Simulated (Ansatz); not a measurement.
Sheet: Ga, a sheet with vacuum.

```xyz
2
Lattice="4.3305 0.0000 0.0000 -2.1652 3.7503 0.0000 0.0000 0.0000 23.8000" Properties=species:S:1:pos:R:3 pbc="T T T"
Ga    0.0000    2.5002    7.0001
Ga    2.1653    1.2501    7.0001
```

The cell was built by a generator and needn't be a form met in nature.

A run of Ansatz 0.2.0 on this cell left the log below. Logs are shortened: lines on timing, memory, paths and dates and some standing lists are left out, and cuts for length are marked.

```text
Warning: the atoms were moved onto the symmetric positions of the space group found under crystal.symmetry.tolerance 1.0e-5 (fractional; no operation is sought that the atoms, as they stand in a round, miss by more than twice it, and no atom is moved by as much as it), and the run uses the moved positions. Before a round's move an operation carried an atom to 4.33e-5 Å from where it should land, the largest such distance. Atom 0 (counting from 0) moved farthest, by 2.50e-5 Å; the longest move in fractions of the cell, of whichever atom, is 0.47 of the tolerance, in 1 round. To run the atoms as typed, lower crystal.symmetry.tolerance until the operations that they miss are no longer found, or set crystal.symmetry.detect: false (a key that needs symmetry detection or time reversal refuses this as the deck is read). The positions used, in the order of the run's atom list: position: [0.3333333333333333, 0.6666666666666666, 0.29412]; position: [0.6666666666666666, 0.3333333333333333, 0.29412]; The lattice was moved too: crystal.lattice keeps the space group found at crystal.symmetry.tolerance 1.0e-5 only nearly: the operation that it misses by the most changes a squared length by the fraction 2.70e-6. The run uses the lattice that is a stretch of the typed one, with no rotation, onto the one that keeps every operation to a double's rounding (on a very oblique basis the stretch itself rounds by more); the deck's lattice vector that moved farthest moved by 3.36e-6 Å. To run the lattice as typed, set crystal.symmetry.tolerance under 3.82e-8, the least fraction by which an operation that the lattice misses changes a squared length (the same key also sets how far an atom may lie from its image, so lowering it can lose operations that the atoms keep only within it), or set crystal.symmetry.detect: false, as for the atoms. crystal.lattice made exact, in Å and degrees: [[4.3304717145431555, -2.8867513457211804e-6, 0.0], [-2.165233357271578, 3.750299958539999, 0.0], [0.0, 0.0, 23.8]]. Pasted over the deck's crystal.lattice, beside positions in fractional coordinates, it runs the same cell (given as lengths and angles, that cell in the form's own orientation, a rigid turn of the misfit's size from the one run here, for which a checkpoint.post_process_only pass over this run's state can be refused: where this run relaxes nothing, give such a pass this deck's own crystal.lattice, as typed; behind a relaxation, as crystal.lattice, the state's own cell, identity.cell in its checkpoint.json), and a matrix so pasted ends this notice, except on a very skew basis of the lattice, where the rounding of the pasted numbers themselves can read as a misfit: the cell is then moved again, and that move is told again. The lattice as run is in this notice's lattice.as_run_ang field (Run.prep()["deck_notices"] in Python, the deck_notice line of an events file, deck_notices of ansatz run --dry-run=json, or deck_notices in record.json in the deck's checkpoint.write directory).
Warning: RAYON_NUM_THREADS=4 ignored (pool sized by the plan → 4); use --threads N
LAPW: plane waves up to 8.620 Å⁻¹, error target 2.0e-3 eV per atom; small_component_spin mean_spin; Ga in spheres of 1.250 Å, 21 of its electrons in bands, Dirac shells [] (how accurate: hamiltonian.pseudopotentials.lapw.basis_error, Limitations)
Engine: ansatz 0.2.0, aarch64-unknown-linux-gnu
Pseudopotentials: kind: all_electron
Pseudopotential: Ga, LAPW, valence charge 21, lapw/all_electron/scalar/gaussian/Ga, Koelling and Harmon's equation, gaussian nucleus
Functional definition: SPW92
  exchange = slater_x
  correlation = pw_c
[... 42 lines left out ...]
  atom   2  Ga     0.00000000    -0.00000000     0.00000000
  max |Σ_I F_I| component: 1.11e-16 eV/Å
--- 2D stress c σ (N/m, compression-positive) ---
       -1.534759      -0.000000       0.000000
        0.000000      -1.534759       0.000000
        0.000000       0.000000       0.000000
  P = ½ c Tr σ = -1.5348 N/m
--- Band table (eV; the first three rows and the last of 8) ---
  k-point 0: bands = ["-147.2502", "-147.2474", "-98.5380", "-98.5353", "-98.4424", "-98.4424", "-98.4260", "-98.4260", "-19.5160", "-19.3949", "-19.3949", "-19.3611", "-19.3611", "-19.1823", "-19.1823", "-19.1806", "-19.1806", "-19.1750", "-12.8292", "-5.5113", "-3.3358", "-3.3358", "-3.1328", "-1.0391", "-0.1538", "0.5125"]
  k-point 1: bands = ["-147.2501", "-147.2476", "-98.5378", "-98.5354", "-98.4425", "-98.4417", "-98.4266", "-98.4258", "-19.5133", "-19.4027", "-19.4000", "-19.3997", "-19.3887", "-19.1909", "-19.1806", "-19.1778", "-19.1346", "-19.1315", "-12.6339", "-5.4485", "-5.3023", "-3.7366", "-1.5517", "-0.8245", "0.0587", "0.6166"]
  k-point 2: bands = ["-147.2498", "-147.2479", "-98.5375", "-98.5357", "-98.4429", "-98.4400", "-98.4283", "-98.4254", "-19.5166", "-19.4626", "-19.4472", "-19.4098", "-19.3727", "-19.2122", "-19.1906", "-19.1683", "-19.0650", "-19.0544", "-12.0589", "-7.4964", "-4.6958", "-4.3801", "-1.6893", "-0.2528", "-0.1527", "0.7058"]
  k-point 7: bands = ["-147.2491", "-147.2486", "-98.5369", "-98.5364", "-98.4436", "-98.4359", "-98.4325", "-98.4247", "-19.5770", "-19.4656", "-19.4634", "-19.4301", "-19.3182", "-19.2700", "-19.1584", "-19.1515", "-19.1166", "-18.9257", "-10.6699", "-9.5194", "-6.2928", "-3.2642", "-2.1215", "0.9173", "1.4967", "1.5043"]
  the weakly bound empty levels are not read free of the cell's end (augmented_plane_waves)
```

Q: Write the input and the command behind it.

A: Work function with LDA, no spin polarisation. The files as run (others can give the same):

input.yaml
```yaml
crystal:
  lattice:
    - [4.33047, 0.0, 0.0]
    - [-2.16523, 3.7503, 0.0]
    - [0.0, 0.0, 23.8]
  atoms:
    - { symbol: Ga, position: [0.33333, 0.66667, 0.29412] }
    - { symbol: Ga, position: [0.66667, 0.33333, 0.29412] }
  periodic: [true, true, false]
kpoints:
  mp_grid: { grid: [7, 7, 1] }
scf:
  occupations: { method: fermi_dirac, width: 0.05 }
hamiltonian:
  xc: lda
  pseudopotentials: { kind: all_electron, lapw: { basis_error: 0.002 } }
output:
  forces: true
  stress: true
  eigenvalues: true
```

Potentials or basis: all-electron LAPW, scalar-relativistic.
Launch:
```console
$ ansatz run input.yaml --threads 4 --pin off --max-ram 12288MiB --backend cpu --events-out ev --progress --plain --runs-dir out
```
